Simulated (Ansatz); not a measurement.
AsBH5N, SMILES NB[AsH2], vertical and adiabatic energies of changing the electron count

With Ansatz 0.2.0, Python API.

Run as a notebook:

**Cell 1**
```python
import ansatz as az
import numpy as np
```

**Cell 2**
```python
geometry_ang = [
    ("N", [1.0577, 0.6014, 0.1957]),
    ("B", [0.2328, -0.6179, -0.183]),
    ("As", [-1.8031, -0.5112, -0.1786]),
    ("H", [1.688, 0.8051, -0.6119]),
    ("H", [1.666, 0.3204, 0.9968]),
    ("H", [0.7683, -1.6286, -0.4803]),
    ("H", [-1.79, 0.8438, -0.9592]),
    ("H", [-1.8197, 0.187, 1.2206]),
]
geometry = az.Crystal.molecule()
for symbol, xyz in geometry_ang:
    geometry = geometry.atom(symbol, xyz)

calc = (
    geometry.calculation()
    .basis(gaussian="def2-SVP")
    .functional("cam_b3lyp")
    .accuracy("medium")
    .scf(lower_state_search="off")
)
symbols = [site.symbol for site in geometry.cartesian_sites]
start = np.array([site.position_ang for site in geometry.cartesian_sites], dtype=float)
rep = calc.relax(force_tolerance=0.01, max_steps=100).run(threads=1, pin="off").report
end = np.array(rep["positions_ang"])
```

**Cell 3**
```python
minimum = az.Crystal.molecule()
for symbol, place in zip(symbols, end):
    minimum = minimum.atom(symbol, place.tolist())
ion = minimum.calculation()
ion = ion.basis(gaussian="def2-SVP").functional("cam_b3lyp")
ion = ion.accuracy("medium")
ion = ion.scf(lower_state_search="off")
ion = ion.charge(1).spin("collinear", total=1)
vertical = ion.run(threads=1, pin="off").report
settled = ion.relax(force_tolerance=0.01, max_steps=80).run(threads=1, pin="off").report
print(f"vertical ionisation energy   {vertical['free_energy_ev'] - rep['free_energy_ev']:.3f} eV")
print(f"adiabatic, no zero point     {settled['free_energy_ev'] - rep['free_energy_ev']:.3f} eV")
print(f"relaxation energy of the ion {vertical['free_energy_ev'] - settled['free_energy_ev']:.3f} eV")
ionised = np.array(settled["positions_ang"])
print("final positions (A) and the move of each atom")
for symbol, xyz, old in zip(symbols, ionised, end):
    print(f"{symbol:2s} {xyz[0]:10.5f} {xyz[1]:10.5f} {xyz[2]:10.5f}   {np.linalg.norm(xyz - old):7.4f}")
```
Output:
```text
vertical ionisation energy   9.184 eV
adiabatic, no zero point     8.471 eV
relaxation energy of the ion 0.713 eV
final positions (A) and the move of each atom
N     1.42555    0.15106    0.33473    0.1497
B     0.43080   -0.34683   -0.45029    0.1847
As   -1.52985   -0.16360    0.16317    0.4081
H     2.39654    0.08048    0.03068    0.1881
H     1.32868    0.61083    1.23568    0.2372
H     0.53588   -0.91669   -1.49408    0.1477
H    -2.59883   -0.37715   -0.86260    0.5433
H    -1.98877    0.96190    1.04280    0.3820
```

The settings weren't tested for convergence. The energies are electronic: no zero-point or thermal terms, and the basis set is short of its limit. The product may relax into another structure. The relaxation finds the nearest minimum, so the adiabatic value is an upper bound. It ran for 44 s on 1 thread of AMD EPYC 9R45 (Zen 5), with other jobs on the host, peak memory 0.31 GiB.
